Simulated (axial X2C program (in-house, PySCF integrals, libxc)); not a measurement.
# A two-component session on AuIn⁺: EOM-IP-CCSD levels

Wanted for AuIn⁺: EOM-IP-CCSD levels, at the two-component level.

Program: an in-house X2C program for linear molecules on PySCF integrals. Level of theory: two-component X2C with atomic mean-field terms, Au dyall-cv3z, In dyall-cv3z. These are calculated values, not measurements.

**1. The job**

task.json

```json
{"zs": [79, 49], "q": 1, "bas": ["dyall-cv3z", "dyall-cv3z"], "r0": 2.66, "eom": "ip", "rq": 0, "thr": -1.0, "nmax": 95, "grid": [1, 0.96, 1.045, 0.92, 1.09, 1.15]}
```

Keys: zs atomic numbers; q charge; bas basis sets; r0 starting distance in Å; eom kind of EOM run; thr threshold in hartree for freezing inner shells (an s shell follows its p shell); nmax most natural virtual spinors; grid distances as factors.

On the command line:

```sh
$ python soeom.py task.json out
```

Nuclei are Gaussian, cores are contracted, and the Gaunt term is on.

**2. EOM-IP-CCSD at 2.604 Å**

Reference: the closed shell AuIn; 14 electrons correlated, 92 virtual spinors; roots sought by Ω: 1/2: 4, 3/2: 3, 5/2: 1.

Output:

```text
two-component X2C + atomic mean field  HF
basis functions 307  fitting functions 1502  grid points 5803
iter        total energy     max residual
   1     -24882.109938679     1.30e+02
   2     -24884.483531147     9.71e+01
   3     -24885.253312165     6.55e+01
   4     -24886.648917714     2.42e+01
   5     -24886.970063298     1.82e+01
   6     -24887.105286870     1.24e+01
   7     -24887.262205509     3.07e+00
   8     -24887.293978623     1.60e+00
   9     -24887.309408678     1.58e+00
  10     -24887.313410395     3.79e-01
  11     -24887.314978668     2.11e-01
  12     -24887.315459839     4.18e-01
  13     -24887.315630898     1.14e-01
  14     -24887.315722236     6.96e-02
  15     -24887.315765389     5.38e-02
  16     -24887.315789837     3.67e-02
  17     -24887.315812165     3.69e-02
  18     -24887.315825242     2.15e-02
  19     -24887.315830980     3.59e-02
  20     -24887.315833321     2.02e-02
  21     -24887.315834318     4.03e-03
  22     -24887.315834718     2.41e-03
  23     -24887.315834842     2.53e-03
  24     -24887.315834888     1.24e-03
  25     -24887.315834902     1.07e-03
  26     -24887.315834907     6.75e-04
  27     -24887.315834909     4.81e-04
  28     -24887.315834910     2.52e-04
  29     -24887.315834910     9.37e-05
  30     -24887.315834910     4.07e-05
  31     -24887.315834910     1.82e-05
  32     -24887.315834910     9.50e-06
  33     -24887.315834910     1.19e-05
  34     -24887.315834910     5.25e-06
  35     -24887.315834910     1.42e-06
converged
one-electron -35712.13816773  Coulomb 10581.86880187  exact exchange -522.74772696  xc functional 0.00000000  nuclear repulsion 786.65321946  atomic mean-field constant -20.95196154
correlated 14  virtual 350  natural virtual 92  E(MP2) -0.478078691  MP2 remainder -0.031821470
iter   CCSD correlation   residual
   1     -0.401156328   1.94e-01
   2     -0.417494815   7.84e-02
   3     -0.420937541   3.32e-02
   4     -0.420781708   1.07e-02
   5     -0.420887877   4.32e-03
   6     -0.420948817   1.72e-03
   7     -0.420939770   6.45e-04
   8     -0.420941402   1.67e-04
   9     -0.420942877   6.68e-05
  10     -0.420942482   3.06e-05
  11     -0.420942263   1.49e-05
  12     -0.420942164   6.66e-06
  13     -0.420942086   2.82e-06
  14     -0.420942096   1.16e-06
(T) -0.021094911  T1 0.0400  D1 0.0955  max T2 0.102
EOM-IP-CCSD roots
2*Omega      energy/Eh   energy/eV  one-particle weight
    1       0.28129891      7.6545      0.968
    1       0.36693835      9.9849      0.917
    1       0.41708556     11.3495      0.896
    1       0.44283260     12.0501      0.003
    3       0.37795839     10.2848      0.914
    3       0.42665117     11.6098      0.913
    3       0.45483527     12.3767      0.000
    5       0.37037595     10.0784      0.917
```

T1 in the output is the amplitude norm over the root of the electron number; divide by √2 for the Lee–Taylor value.

```
  Ω  vertical IE (eV)  above lowest (cm⁻¹)                           spinor  weight
1/2             7.655                    0  48% In pσ, 34% Au sσ, 12% In sσ    0.97
1/2             9.985                18800  52% Au dσ, 18% Au dπ, 17% In sσ    0.92
5/2            10.078                19550                       100% Au dδ    0.92
3/2            10.285                21210             70% Au dπ, 27% Au dδ    0.91
1/2            11.349                29800   69% Au dπ, 18% In sσ, 6% Au sσ    0.90
3/2            11.610                31900             73% Au dδ, 27% Au dπ    0.91
```

It took 12 s on 1 thread of Arm Neoverse V2, shared host; peak memory 0.94 GiB.

**3. EOM-IP-CCSD at 2.500 Å**

```
  Ω  vertical IE (eV)  above lowest (cm⁻¹)                           spinor  weight
1/2             7.654                    0  49% In pσ, 30% Au sσ, 14% In sσ    0.97
1/2            10.154                20170  49% Au dσ, 19% In sσ, 14% Au dπ    0.92
5/2            10.305                21380                       100% Au dδ    0.92
3/2            10.551                23370             68% Au dπ, 29% Au dδ    0.91
1/2            11.570                31580   72% Au dπ, 16% In sσ, 7% Au sσ    0.90
3/2            11.852                33860             71% Au dδ, 28% Au dπ    0.91
```

It took 16 s on 1 thread of Arm Neoverse V2, shared host; peak memory 1 GiB.

**4. EOM-IP-CCSD at 2.721 Å**

```
  Ω  vertical IE (eV)  above lowest (cm⁻¹)                           spinor  weight
1/2             7.626                    0  47% In pσ, 38% Au sσ, 10% In sσ    0.97
1/2             9.807                17590  54% Au dσ, 23% Au dπ, 14% In sσ    0.92
5/2             9.844                17890                       100% Au dδ    0.92
3/2            10.013                19250             72% Au dπ, 26% Au dδ    0.91
1/2            11.140                28340             66% Au dπ, 20% In sσ    0.89
3/2            11.362                30130             74% Au dδ, 25% Au dπ    0.91
```

Run time: 16 s. Hardware: 1 thread of Arm Neoverse V2, shared host; peak memory 1.1 GiB.

**5. EOM-IP-CCSD at 2.396 Å**

```
  Ω  vertical IE (eV)  above lowest (cm⁻¹)                           spinor  weight
1/2             7.630                    0  50% In pσ, 26% Au sσ, 15% In sσ    0.97
1/2            10.339                21850  47% Au dσ, 21% In sσ, 15% Au sσ    0.92
5/2            10.550                23550                       100% Au dδ    0.92
3/2            10.841                25900             66% Au dπ, 31% Au dδ    0.92
1/2            11.821                33810   74% Au dπ, 14% In sσ, 7% Au sσ    0.89
3/2            12.116                36190             69% Au dδ, 30% Au dπ    0.91
```

Run time: 17 s. Hardware: 1 thread of Arm Neoverse V2, shared host; peak memory 1.1 GiB.

**6. EOM-IP-CCSD at 2.838 Å**

```
  Ω  vertical IE (eV)  above lowest (cm⁻¹)                           spinor  weight
1/2             7.570                    0   45% In pσ, 42% Au sσ, 8% In sσ    0.97
5/2             9.630                16620                       100% Au dδ    0.91
1/2             9.638                16680  55% Au dσ, 27% Au dπ, 11% In sσ    0.91
3/2             9.768                17720             74% Au dπ, 25% Au dδ    0.91
1/2            10.968                27400   63% Au dπ, 20% In sσ, 9% Au dσ    0.89
3/2            11.137                28770             75% Au dδ, 24% Au dπ    0.91
1/2            11.936                35210  38% In sσ, 38% Au dσ, 11% Au dπ    0.76
```

It took 15 s on 1 thread of Arm Neoverse V2, shared host; peak memory 1.1 GiB.

**7. EOM-IP-CCSD at 2.995 Å**

```
  Ω  vertical IE (eV)  above lowest (cm⁻¹)                           spinor  weight
1/2             7.460                    0             47% Au sσ, 43% In pσ    0.97
5/2             9.375                15440                       100% Au dδ    0.91
1/2             9.420                15810   56% Au dσ, 32% Au dπ, 7% In sσ    0.91
3/2             9.479                16290             75% Au dπ, 24% Au dδ    0.91
1/2            10.776                26750  61% Au dπ, 17% In sσ, 16% Au dσ    0.89
3/2            10.872                27510             77% Au dδ, 23% Au dπ    0.91
1/2            11.664                33900   50% In sσ, 30% Au dσ, 8% Au dπ    0.78
```

Wall time 17 s (1 thread of Arm Neoverse V2, shared host); peak memory 1.1 GiB.

**8. Curves of the states**

Energies in eV from the lowest point of the lowest state; states are followed by energy order within each Ω.

```
R (Å)  (1)Ω=1/2  (1)Ω=5/2  (2)Ω=1/2  (1)Ω=3/2  (3)Ω=1/2  (2)Ω=3/2
2.396    0.2687    3.1888    2.9777    3.4802    4.4602    4.7552
2.500    0.0805    2.7316    2.5808    2.9776    3.9964    4.2785
2.604    0.0061    2.4300    2.3365    2.6363    3.7010    3.9613
2.721    0.0000    2.2178    2.1808    2.3863    3.5141    3.7354
2.838    0.0364    2.0965    2.1039    2.2338    3.4338    3.6035
2.995    0.1116    2.0260    2.0713    2.1307    3.4277    3.5228
```

Constants where the minimum is well bracketed (masses 196.967 and 114.904 u):

```
   state  Te (cm⁻¹)  Re (Å)  ωe (cm⁻¹)
(1)Ω=1/2          0   2.672      123.2
```

**9. Results**

| quantity | value |
| --- | --- |
| lowest root at 2.604 Å | Ω = 1/2, 7.655 eV |
| next root led by one particle | Ω = 1/2, about 18800 cm⁻¹ higher |
| T1 of the reference | 0.028 |
| lowest state, Re and ωe | 2.672 Å, 123.2 cm⁻¹ |

Removing an electron from the reference determinant of AuIn costs 7.65 eV and empties a spinor of 48% In pσ, 34% Au sσ, 12% In sσ. Errors of 0.1 to 0.3 eV are usual at this size, and roots led by higher excitations are left out, so the list is incomplete, and low states of that kind can be missing. T1 or the largest double amplitude of the reference is raised, which lowers the reliability. The bond is 0.039 Å longer than in the closed-shell reference at CCSD (2.633 Å).
